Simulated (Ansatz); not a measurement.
# Y3NbO: the cost of one run

Computed with Ansatz 0.2.0 (DFT PBE, scalar-relativistic, plane waves, PAW, unless a step's input says otherwise).

4 further runs of the same task are left out: 1 that didn't finish, 3 set aside as unsound or not needed.

### Step 1. The starting structure

It takes space group P4/mmm (No. 123, tetragonal). Conventional cell: a = 4.549 Å, b = 4.549 Å, c = 5.437 Å, α = 90.00°, β = 90.00°, γ = 90.00°. Around Y (site symmetry 4mm) lie 1 O at 1.64 Å. Around Y (site symmetry 4/mmm) lie 2 Nb at 2.72 Å. Nb (site symmetry 4/mmm) is surrounded by 2 Y at 2.72 Å. Around O (site symmetry 4/mmm) lie 2 Y at 1.64 Å.

Structure file:

```xyz
5
Lattice="4.5490 0.0000 0.0000 0.0000 4.5490 0.0000 0.0000 0.0000 5.4369" Properties=species:S:1:pos:R:3 pbc="T T T"
Y     2.2745    2.2745    3.7965
Y     2.2745    2.2745    1.6404
Y     0.0000    0.0000    0.0000
Nb    0.0000    0.0000    2.7184
O     2.2745    2.2745    0.0000
```

Recipe of the guess: random cell by space group and Wyckoff sites (P4/mmm, No. 123). The dimensions are guesses.

### Step 2. A first look at the guess

input.yaml reads:

```yaml
crystal:
  lattice:
    - [4.54899725, 0.0, 0.0]
    - [0.0, 4.54899725, 0.0]
    - [0.0, 0.0, 5.43685568]
  atoms:
    - { symbol: "Y", position: [0.5, 0.5, 0.69828512] }
    - { symbol: "Y", position: [0.5, 0.5, 0.30171488] }
    - { symbol: "Y", position: [0.0, 0.0, 0.0] }
    - { symbol: Nb, position: [0.0, 0.0, 0.5] }
    - { symbol: O, position: [0.5, 0.5, 0.0] }
basis:
  ecutwfc: 420
kpoints:
  mp_grid: { grid: [4, 4, 4] }
hamiltonian:
  xc: pbe
scf:
  occupations: { method: gaussian, width: 0.1 }
  lower_state_search: "off"
output:
  forces: true
  stress: true
  eigenvalues: true
```

Started as:

```
> ansatz run input.yaml --threads 1 --pin off --max-ram 2560MiB --backend cpu --events-out ev --progress --plain --runs-dir out
```

Q: Estimate wall time and peak memory on 1 thread of Arm Neoverse V2, shared host.

About 3.8 s, with a peak of 0.37 GiB.
